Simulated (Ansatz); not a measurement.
# ZnH4Pt: the cost of one run

Method: DFT PBE, scalar-relativistic, plane waves, PAW, in Ansatz 0.2.0.

### Step 1. Starting point

It takes space group P4/mmm (No. 123, tetragonal). Conventional cell: a = 3.060 Å, b = 3.060 Å, c = 5.274 Å, α = 90.00°, β = 90.00°, γ = 90.00°. Zn (site symmetry 4/mmm) is surrounded by 6 H at 1.46 to 1.53 Å. H (site symmetry mmm) is surrounded by 2 Zn at 1.53 Å. Around H (site symmetry 4mm) lie 1 Zn at 1.46 Å. Pt (site symmetry 4/mmm) has 8 H at 2.46 Å in its first shell of neighbours.

As a file:

```cif
data_structure
_symmetry_space_group_name_H-M 'P4/mmm'
_symmetry_Int_Tables_number 123
_cell_length_a 3.0596
_cell_length_b 3.0596
_cell_length_c 5.2737
_cell_angle_alpha 90.000
_cell_angle_beta 90.000
_cell_angle_gamma 90.000
_cell_volume 49.37
loop_
_atom_site_label
_atom_site_type_symbol
_atom_site_symmetry_multiplicity
_atom_site_Wyckoff_symbol
_atom_site_fract_x
_atom_site_fract_y
_atom_site_fract_z
_atom_site_occupancy
Zn1 Zn 1 a 0.00000 0.00000 0.00000 1
H1 H 2 f 0.50000 0.00000 0.00000 1
H2 H 2 g 0.00000 0.00000 0.27700 1
Pt1 Pt 1 d 0.50000 0.50000 0.50000 1
```

(A quick probe on a coarse mesh, which set the mesh and smearing, is not shown.)

### Step 3. Rough relaxation on the coarse mesh

input.yaml reads:

```yaml
crystal:
  lattice:
    - [3.0596077397, 0.0, 0.0]
    - [0.0, 3.0596077397, 0.0]
    - [0.0, 0.0, 5.2736545037]
  atoms:
    - { symbol: Zn, position: [0.0, 0.0, 0.0] }
    - { symbol: H, position: [0.5, 0.0, 0.0] }
    - { symbol: H, position: [0.0, 0.5, 0.0] }
    - { symbol: H, position: [0.0, 0.0, 0.277] }
    - { symbol: H, position: [0.0, 0.0, 0.723] }
    - { symbol: Pt, position: [0.5, 0.5, 0.5] }
basis:
  ecutwfc: 420
kpoints:
  mp_grid: { grid: [6, 6, 4] }
hamiltonian:
  xc: pbe
scf:
  occupations: { method: gaussian, width: 0.1 }
  lower_state_search: "off"
output:
  forces: true
  stress: true
  eigenvalues: true
relax:
  adjacent_minimum: "off"
  f_tol: 0.04
  max_steps: 70
  cell: { stress_tol: 0.4 }
```

The run is started by

```bash
> ansatz run input.yaml --threads 1 --pin off --max-ram 2560MiB --backend cpu --events-out ev --progress --plain --runs-dir out
```

**Question.** How long does this run take on 1 thread of Arm Neoverse V1, shared host, and how much memory does it need?

About 43 s, with a peak of 0.36 GiB.
